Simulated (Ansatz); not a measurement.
# GeN: a ladder of methods at one geometry

Run with Ansatz 0.2.0, Python API.

Script `run_methods.py`:
```python
"""One geometry of GeN, method by method."""

from pathlib import Path

import ansatz
import numpy as np

BASIS = "def2-SVP"

GEOMETRY = """
Ge    0.00000    0.00000    0.00000
N     0.00000    0.00000    1.81500
"""

gen = ansatz.Crystal.molecule()
for line in GEOMETRY.strip().splitlines():
    symbol, *xyz = line.split()
    gen = gen.atom(symbol, [float(v) for v in xyz])

job = gen.calculation().basis(gaussian=BASIS).spin("collinear", total=1)

print("functional    E (Ha)        dipole (D)   HOMO (eV)  LUMO (eV)")
for name in ["r2scan", "pbe0", "lda", "lc_wpbe"]:
    data = job.functional(name).forces().orbitals().run(runs_dir="runs").report
    lines = Path(data["orbitals_path"]).read_text().splitlines()
    field_of = lambda key: [line.split("=")[1].strip() for line in lines if line.startswith(key)]
    orbitals = [(27.211386 * float(e), s, float(n)) for e, s, n in zip(field_of("Ene="), field_of("Spin="), field_of("Occup="))]
    homo = max(e for e, _, n in orbitals if n > 0.5)
    lumo = min(e for e, _, n in orbitals if n < 0.5)
    dipole = 4.803205 * np.linalg.norm(data["charge_distribution"]["dipole_moment_e_ang"])
    print(f"{name:10s} {data['free_energy_ev'] / 27.211386246:14.6f} {dipole:9.3f} {homo:11.3f} {lumo:10.3f}")
```

```console
$ python run_methods.py
functional    E (Ha)        dipole (D)   HOMO (eV)  LUMO (eV)
r2scan       -2131.288659     2.556      -6.191     -5.171
pbe0         -2130.996329     2.698      -6.829     -4.317
lda          -2127.717715     2.616      -6.097     -6.064
lc_wpbe      -2130.990266     2.819      -9.245     -1.832
```

Total energies depend on the basis set; only differences at equal settings carry meaning. The geometry is a force-field or estimated start, not a minimum of this method, and the basis set is short of its limit. A lower total doesn't mark the better method: functionals have no common bound, and MP2 and coupled cluster aren't variational. The species is open-shell (spin multiplicity 2). The expectation value of S² is noticeably off S(S+1) in at least one run, so that state is spin-contaminated. Levels such as HOMO and LUMO are orbital energies: with these approximate functionals they aren't the ionisation energy and electron affinity, and their gap isn't the fundamental gap. The spin state was assumed, and another may lie lower. Run time: 20 s on 1 thread of AMD EPYC 9R14 (Zen 4), on a shared host, peak memory 0.2 GiB.
